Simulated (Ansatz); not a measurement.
The system is Cu2BrCl.

```xyz
4
Lattice="1.8555 1.0713 6.0475 -1.8555 1.0713 6.0475 0.0000 -2.1426 6.0475" Properties=species:S:1:pos:R:3 pbc="T T T"
Br    0.0000    0.0000    0.0000
Cu    0.0000    0.0000   13.6360
Cu    0.0000    0.0000    4.5065
Cl    0.0000    0.0000    9.0713
```

The cell comes from a database or a generator and needn't be the stable form of this composition.

Base run:

```yaml
Program: Ansatz 0.2.0
Functional: PBE
Potentials_or_basis: Ansatz PAW
Cutoff: 420 eV
Density_cutoff: 1680 eV
k_mesh: 8 × 8 × 8
Occupations: fermi-dirac, width 0.05 eV
Spin: no spin polarisation
Hubbard_terms: Cu d U = 1 eV
```

Its results: band gap on the k mesh 0.48 eV, direct; pressure 1.4 GPa; largest force 0.115 eV/Å.

**Question.** The run is repeated on the same cell with these changes: hubbard terms from Cu d U = 1 eV to Cu d U = 5 eV. What comes out?

**Answer.** Band gap on the k mesh 1.43 eV, direct; pressure 2.5 GPa; largest force 0.127 eV/Å.

Caveats: the density of states is complete only up to the lowest level of the last band computed.

A k mesh can miss the band edges.

Not every run made on this cell is shown here.
